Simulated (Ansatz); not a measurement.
# WO3(H2O) in a box, plane waves

Ansatz 0.2.0, DFT PBE, spin-orbit coupling, plane waves, PAW, molecule in a box. The geometry was relaxed with Gaussian bases (PBE; W def2-SVP with ECP60, O def2-SVP, H def2-SVP).

```yaml
crystal:
  lattice:
    - [11.69, 0.0, 0.0]
    - [0.0, 12.13, 0.0]
    - [0.0, 0.0, 12.13]
  atoms:
    - { symbol: W, position: [0.5292053, 0.45844353, 0.54152102] }
    - { symbol: O, position: [0.61480154, 0.53774114, 0.62898351] }
    - { symbol: O, position: [0.43608811, 0.37883924, 0.62112531] }
    - { symbol: O, position: [0.61480154, 0.37098104, 0.46222259] }
    - { symbol: O, position: [0.42771856, 0.56613108, 0.43383347] }
    - { symbol: H, position: [0.3849444, 0.62898351, 0.46314015] }
    - { symbol: H, position: [0.3849444, 0.53682358, 0.37098104] }
basis:
  ecutwfc: 420
  ecutrho_ratio: 4
kpoints:
  mp_grid: { grid: [1, 1, 1] }
hamiltonian:
  xc: pbe
scf:
  occupations: { method: gaussian, width: 0.01 }
output:
  forces: true
  eigenvalues: true
  populations: true
  write_density: true
  write_potential: true
  elf: true
  volumetric_format: npy
magnetization:
  noncollinear: true
  spin_orbit: true
```

Command:
```sh
ansatz run input.yaml --threads 2 --pin off --max-ram 5120MiB --backend cpu --events-out ev --progress --plain --runs-dir out
```
It took 18 s on 2 threads of Arm Neoverse V2, on a shared host, peak memory 2.1 GiB.

Problem. How does the SCF go?

Solution. 
```
SCF iter   1: F=—  HF=-12718.536859 eV  |F-HF|=—  |Δ(HF+E_count)|=         —  Δρ=4.12e-2
preconditioner: auto → Resta (q_TF=auto, 1.458 Å⁻¹)  ε∞=1.2  [insulator: Δε(μ)=7.383 eV  Ē_g=10.595 eV  σ=0.010 eV  W_gap=1.00  n_
spin=Noncollinear: Resta preconditioning applied to the charge; magnetization (m_x, m_y, m_z) channels mix plain (no charge-respon
SCF iter   2: F=—  HF=-12711.019488 eV  |F-HF|=—  |Δ(HF+E_count)|=    7.52e0  Δρ=1.99e-2
SCF iter   3: F=—  HF=-12709.954038 eV  |F-HF|=—  |Δ(HF+E_count)|=    1.07e0  Δρ=8.97e-3
...
SCF iter   7: F=—  HF=-12709.557130 eV  |F-HF|=—  |Δ(HF+E_count)|=   3.18e-5  Δρ=3.01e-4
SCF iter   8: F=—  HF=-12709.556962 eV  |F-HF|=—  |Δ(HF+E_count)|=   1.68e-4  Δρ=1.32e-4
SCF iter   9: F=—  HF=-12709.556935 eV  |F-HF|=—  |Δ(HF+E_count)|=   2.63e-5  Δρ=3.66e-5
SCF iter  10: F=—  HF=-12709.557097 eV  |F-HF|=—  |Δ(HF+E_count)|=   1.62e-4  Δρ=4.79e-6
SCF iter  11: F=-12709.557098 eV  HF=-12709.557098 eV  |F-HF|=5.36e-9  |Δ(HF+E_count)|=   1.72e-7  Δρ=1.36e-6
```

Problem. Which levels lie next to the highest filled one (eV, counted from it)?

Solution. Filled: -2.29, -2.29, -1.21, -1.21, -0.46, -0.46, -0.28, -0.28, 0.00, 0.00. Empty: 3.10, 3.10, 4.15, 4.15, 4.52, 4.52, 5.07, 5.07.

Problem. What forces are left at this geometry, relaxed with Gaussian bases (eV/Å)?

Solution. 
```
W    0.10 -0.28  0.28
O   -0.27 -0.14 -0.31
O    0.22  0.27 -0.27
O   -0.27  0.31  0.14
O   -0.09  0.02 -0.02
H    0.15 -0.21 -0.03
H    0.15  0.03  0.21
```
